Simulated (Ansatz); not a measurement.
**CH₁₁GeNSi₂: how energies converge with the basis set**

Aim: see how fast density functionals converge with the basis set for CH₁₁GeNSi₂.

Method: one geometry, several basis sets; program: Ansatz 0.2.0, Gaussian basis.

Levels to be run: PBE0-D4/def2-SVP; ωB97M-V/def2-SVP; PBE0-D4/def2-QZVPP; ωB97M-V/def2-QZVPP; the functionals' def2-TZVPP values are taken from earlier runs.

### Step 1. Structure used throughout

An earlier PBE0-D4 in a triple-zeta def2 set relaxation fixed the geometry.

16 atoms, charge 0, spin multiplicity 1.

Atoms are counted from 1 here; the program's logs count them from 0.

Bond lengths: C1–N2 1.457 Å, C1–H6 1.095 Å, C1–H7 1.098 Å, C1–H8 1.095 Å, N2–Ge3 1.839 Å, N2–Si4 1.723 Å, Ge3–H9 1.535 Å, Ge3–H10 1.544 Å, Ge3–H11 1.540 Å, Si4–Si5 2.342 Å, Si4–H12 1.498 Å, Si4–H13 1.494 Å, Si5–H14 1.488 Å, Si5–H15 1.490 Å, Si5–H16 1.488 Å. Angles: N2–C1–H6 111.0°, N2–C1–H7 112.9°, N2–C1–H8 110.4°, H6–C1–H7 107.8°, H6–C1–H8 106.9°, H7–C1–H8 107.5°, C1–N2–Ge3 115.6°, C1–N2–Si4 117.4°, Ge3–N2–Si4 125.3°, N2–Ge3–H9 107.9°, N2–Ge3–H10 111.1°, N2–Ge3–H11 107.3°, H9–Ge3–H10 110.1°, H9–Ge3–H11 111.5°, H10–Ge3–H11 108.8°, N2–Si4–Si5 112.9°, N2–Si4–H12 112.9°, N2–Si4–H13 108.5° and more.

Coordinates:

```
C     0.55875   -0.06785   -2.16843
N     0.23891   -0.17812   -0.75077
Ge    1.18258   -1.45311    0.18022
Si   -0.67348    1.10001   -0.04109
Si   -1.30534    0.65172    2.16951
H     0.64023   -1.05770   -2.63065
H     1.49905    0.46748   -2.35404
H    -0.23553    0.46726   -2.69918
H     0.58399   -1.54875    1.59018
H     2.67972   -1.08657    0.26252
H     1.03708   -2.78162   -0.58473
H     0.05602    2.40821   -0.04613
H    -1.89870    1.32246   -0.86606
H    -0.14006    0.64913    3.09492
H    -2.23337    1.73639    2.59545
H    -2.01274   -0.65154    2.29268
```

### Step 2. PBE0-D4 in def2-SVP

in.yaml

```yaml
crystal:
  periodic: [false, false, false]
  atoms:
    - {symbol: C, position_ang: [0.558752, -0.067852, -2.168433]}
    - {symbol: N, position_ang: [0.238915, -0.178122, -0.750767]}
    - {symbol: Ge, position_ang: [1.182576, -1.453115, 0.180217]}
    - {symbol: Si, position_ang: [-0.673480, 1.100013, -0.041091]}
    - {symbol: Si, position_ang: [-1.305343, 0.651721, 2.169513]}
    - {symbol: H, position_ang: [0.640235, -1.057702, -2.630650]}
    - {symbol: H, position_ang: [1.499046, 0.467478, -2.354042]}
    - {symbol: H, position_ang: [-0.235530, 0.467259, -2.699176]}
    - {symbol: H, position_ang: [0.583988, -1.548746, 1.590185]}
    - {symbol: H, position_ang: [2.679718, -1.086567, 0.262517]}
    - {symbol: H, position_ang: [1.037078, -2.781619, -0.584729]}
    - {symbol: H, position_ang: [0.056017, 2.408212, -0.046131]}
    - {symbol: H, position_ang: [-1.898699, 1.322457, -0.866063]}
    - {symbol: H, position_ang: [-0.140058, 0.649133, 3.094924]}
    - {symbol: H, position_ang: [-2.233374, 1.736387, 2.595453]}
    - {symbol: H, position_ang: [-2.012740, -0.651538, 2.292675]}
basis:
  gaussian: {orbitals: def2-SVP}
hamiltonian: {xc: pbe0, dispersion: d4}
output: {orbitals: {seedname: orbitals}}
```

The run is started by

```bash
ansatz run in.yaml --threads 4 --pin off --events-out ev --progress --plain --max-ram 11315MiB
```

Further steps of the session: ωB97M-V in def2-SVP; PBE0-D4 in def2-QZVPP; ωB97M-V in def2-QZVPP.

Q: Predict the results of all the runs planned. Wanted: PBE0-D4: double and triple zeta above quadruple; ωB97M-V: double and triple zeta above quadruple.

As calculated:

```
                                       quantity           value
PBE0-D4: double and triple zeta above quadruple  17.58, 1.93 eV
ωB97M-V: double and triple zeta above quadruple  17.72, 1.86 eV
```

What this shows: PBE0-D4 gains 15.66 eV from double to triple zeta, then 1.93 eV more. Total energies overstate the basis error of differences, where much of it tends to cancel. The LUMO of ωB97M-V is positive and keeps falling with the basis (1.85 to 1.26 eV): an unbound level that the basis holds in place.
